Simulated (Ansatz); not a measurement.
# Ti3InC: the cost of one run

Program: Ansatz 0.2.0. Level of theory: DFT PBEsol, scalar-relativistic, plane waves, PAW. These are calculated values, not measurements.

19 further runs of the same task are left out: 1 that didn't finish, 18 set aside as unsound or not needed.

## (1) The system as given

The structure is cubic, space group Pm-3m (No. 221). The conventional cell has a = 4.199 Å, b = 4.199 Å, c = 4.199 Å, α = 90.00°, β = 90.00°, γ = 90.00°. Ti (site symmetry 4/mmm) is surrounded by 2 C at 2.10 Å. In (site symmetry m-3m) has 12 Ti at 2.97 Å as nearest neighbours. C (site symmetry m-3m) has 6 Ti at 2.10 Å as nearest neighbours.

Coordinates:

```cif
data_structure
_symmetry_space_group_name_H-M 'P 1'
_symmetry_Int_Tables_number 1
_cell_length_a 4.1989
_cell_length_b 4.1989
_cell_length_c 4.1989
_cell_angle_alpha 90.000
_cell_angle_beta 90.000
_cell_angle_gamma 90.000
_cell_volume 74.03
loop_
_atom_site_label
_atom_site_type_symbol
_atom_site_fract_x
_atom_site_fract_y
_atom_site_fract_z
_atom_site_occupancy
Ti1 Ti 0.50000 0.50000 0.00000 1
Ti2 Ti 0.50000 0.00000 0.50000 1
Ti3 Ti 0.00000 0.50000 0.50000 1
In1 In 0.00000 0.00000 0.00000 1
C1 C 0.50000 0.50000 0.50000 1
```

It goes back to an entry of the Materials Project, which need not be the stable form.

It is the result of an earlier relaxation at this level (volume 14.81 Å³/atom; gap on the mesh: none (metal)).

## (2) What is varied

The energy is mapped over volume and the cell's shape.

First coordinate, volume per atom: 7 values from 13.03 to 16.58 Å³. Second coordinate, c/a of the conventional cell: 7 values from 0.834 to 1.200.

Nothing else is relaxed (symmetry fixes all fractional coordinates). Energies count from the relaxed crystal. Points are written as (first, second).

## (3) Point (13.03 Å³, 0.941)

Contents of input.yaml:

```yaml
crystal:
  lattice:
    - [4.1059636949, 0.0, 0.0]
    - [0.0, 4.1059636949, 0.0]
    - [0.0, 0.0, 3.8641224333]
  atoms:
    - { symbol: Ti, position: [0.5, 0.5, 0.0] }
    - { symbol: Ti, position: [0.5, 0.0, 0.5] }
    - { symbol: Ti, position: [0.0, 0.5, 0.5] }
    - { symbol: In, position: [0.0, 0.0, 0.0] }
    - { symbol: C, position: [0.5, 0.5, 0.5] }
basis:
  ecutwfc: 520.0
kpoints:
  mp_grid: { grid: [10, 10, 10] }
hamiltonian:
  xc: pbesol
  pseudopotentials: { kind: paw }
scf:
  occupations: { method: gaussian, width: 0.15 }
output:
  forces: true
  stress: true
  eigenvalues: true
```

Command:

```console
$ ansatz run input.yaml --threads 2 --pin off --max-ram 4096MiB --backend cpu --events-out ev --progress --plain --runs-dir out
```

What time and memory should one allow on 2 threads of Arm Neoverse N1, shared host?

About 18 s, with a peak of 0.55 GiB.
